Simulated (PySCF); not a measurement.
**C2H7BN2: geometry, NMR shifts, spin-spin couplings, electronic excitations and core binding energies**

What NMR shifts, spin-spin couplings, electronic excitations and core binding energies should C2H7BN2 (`B1NCCN1`) show?

Computed with PySCF 2.14.0, with density-fitted response routines of our own, on a single molecule in the gas phase. Atoms are numbered from 0 throughout.

### 1 Starting geometry

12 atoms, charge 0, multiplicity 1; geometry from: GFN2-xTB.

Bonds of the start (Å): B0–N1 1.40, N1–C2 1.45, C2–C3 1.54, C3–N4 1.45, N4–B0 1.40, B0–H5 1.16, N1–H6 1.00, C2–H7 1.10, C2–H8 1.10, C3–H9 1.10, C3–H10 1.10, N4–H11 1.00.

### 2 Geometry optimisation at PBE0-D3(BJ)/def2-SVP

What the job is given:

```
{"job": {"xc": "PBE0", "basis": "def2-SVP", "d3": "d3bj", "grid": 1, "kind": "geom"}, "charge": 0, "multiplicity": 1}
B     -0.942760     1.070390    -0.142880
N      0.453210     1.171160    -0.222420
C      1.110530    -0.104660    -0.034630
C     -0.049810    -1.098540     0.183830
N     -1.239260    -0.277480     0.103980
H     -1.709900     1.937780    -0.259740
H      1.038890     1.971050    -0.376880
H      1.786970    -0.080970     0.830230
H      1.705160    -0.377810    -0.916670
H      0.026220    -1.594850     1.161010
H     -0.052640    -1.879260    -0.588900
H     -2.124220    -0.738200     0.211010
```

**Question.** This job is followed by: GIAO PBE0/pcSseg-1 NMR shielding, non-relativistic, gas phase; B3LYP/pcJ-1 indirect spin-spin coupling, non-relativistic, gas phase; TDDFT CAM-B3LYP/def2-SVPD, vertical, gas phase, core orbitals frozen in the response; GIAO KT2/pcSseg-2 NMR shielding, non-relativistic, gas phase; delta-SCF UKS SCAN, pcX-2 on the ionised atom, pcseg-1 elsewhere, spin-free X2C. Predict these results of the whole session: point group; rotational constants (main isotopes); ¹³C shifts against TMS (PBE0/pcSseg-1, means over atoms taken as alike); ¹H shifts against TMS (PBE0/pcSseg-1, means over atoms taken as alike); ¹¹B shifts against BF3·OEt2 (PBE0/pcSseg-1); ¹⁵N shifts against NH3 (PBE0/pcSseg-1, means over atoms taken as alike); largest coupling of the table (B3LYP/pcJ-1); lowest singlet (CAM-B3LYP/def2-SVPD); brightest single state of those computed; lowest triplet; vertical ionisation energy (ΔSCF); B1s binding energies, SCAN/pcX-2; N1s binding energies, SCAN/pcX-2; C1s binding energies, SCAN/pcX-2; range of the shift of B0.

**Answer**, as computed:

| quantity | value |
| --- | --- |
| point group | C2v |
| rotational constants (main isotopes) | 7.79, 7.37, 3.97 GHz |
| ¹³C shifts against TMS (PBE0/pcSseg-1, means over atoms taken as alike) | 46.6 ppm |
| ¹H shifts against TMS (PBE0/pcSseg-1, means over atoms taken as alike) | 4.18, 3.43, 2.13 ppm |
| ¹¹B shifts against BF3·OEt2 (PBE0/pcSseg-1) | 24.5 ppm |
| ¹⁵N shifts against NH3 (PBE0/pcSseg-1, means over atoms taken as alike) | 80.4 ppm |
| largest coupling of the table (B3LYP/pcJ-1) | ¹J(B,H) B0–H5, 151.9 Hz |
| lowest singlet (CAM-B3LYP/def2-SVPD) | 5.55 eV (223 nm), f = 0.000 |
| brightest single state of those computed | state 10, 8.78 eV, f = 0.132 |
| lowest triplet | 5.42 eV |
| vertical ionisation energy (ΔSCF) | 8.24 eV |
| B1s binding energies, SCAN/pcX-2 | B0 195.17 eV |
| N1s binding energies, SCAN/pcX-2 | N1 404.35 eV |
| C1s binding energies, SCAN/pcX-2 | C2 291.52 eV |
| range of the shift of B0 | 20.4 to 24.5 ppm |

What this shows: Relaxing lowered the energy by 0.049 eV in 4 steps; the close pair that moved most is B0–H5, from 1.164 to 1.206 Å. No frequency check was run at this level, so the end point may be a saddle. At PBE0/pcSseg-1: The largest span, 132 ppm, is at N1, N4, where the paramagnetic term is -135 ppm. Of the pairs tabulated at B3LYP/pcJ-1, B0–H5 couples most strongly (151.9 Hz; Fermi contact 151.6 Hz). Couplings across rotatable bonds belong to this one conformer; where others are populated, the observed values are averages. The lowest singlet, at 5.55 eV, is HOMO→LUMO 0.94 and is dark; of the 10 states computed, the strongest absorption comes from state 10 at 8.78 eV (the last computed, so partners may be missing). The lowest triplet lies 0.13 eV below the lowest singlet (triplets in Tamm-Dancoff, singlets in full TDDFT). At CAM-B3LYP/def2-SVPD, the highest states lie near or above the ionisation energy, where they hang on the basis. ΔSCF puts the ionisation energy at 8.24 eV, 0.87 eV above −ε(HOMO). In ppm, B0 moves most: its shift spreads over 4.1 ppm, from 20.4 (KT2/pcSseg-2) to 24.5 (PBE0/pcSseg-1). Part of that comes from the computed reference.
